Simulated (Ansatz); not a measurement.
**Ta3Cu in Ansatz: the effect of functional**

The system is Ta3Cu.

```
Ta Cu
1.0
    -1.99304    1.99304    4.17993
     1.99304   -1.99304    4.17993
     1.99304    1.99304   -4.17993
Ta Cu
3 1
Direct
  0.50000 0.50000 0.00000
  0.25000 0.75000 0.50000
  0.75000 0.25000 0.50000
  0.00000 0.00000 0.00000
```

The cell comes from a database or a generator and needn't be the stable form of this composition.

The cell isn't the ideal one: volume scaled by 0.98.

Alike in all runs:

- Program: Ansatz 0.2.0
- Task: single point
- Potentials or basis: Ansatz PAW
- k mesh: 9 × 9 × 9
- Occupations: fermi-dirac, width 0.05 eV
- Spin: no spin polarisation

| functional | cutoff | pressure (GPa) |
| --- | --- | --- |
| LDA | 420 eV (not typed: the program's choice for these potentials) | ? |
| r2SCAN | 500 eV (not typed: the program's choice for these potentials) | 1.0 |
| PBE | 420 eV (not typed: the program's choice for these potentials) | 4.4 |

What does the run with functional LDA give?

Pressure -7.9 GPa.

Caveats: the PAW data sets come from PBE, with cores solved anew for the run's functional, which leaves a small shift of forces and pressure (some runs).
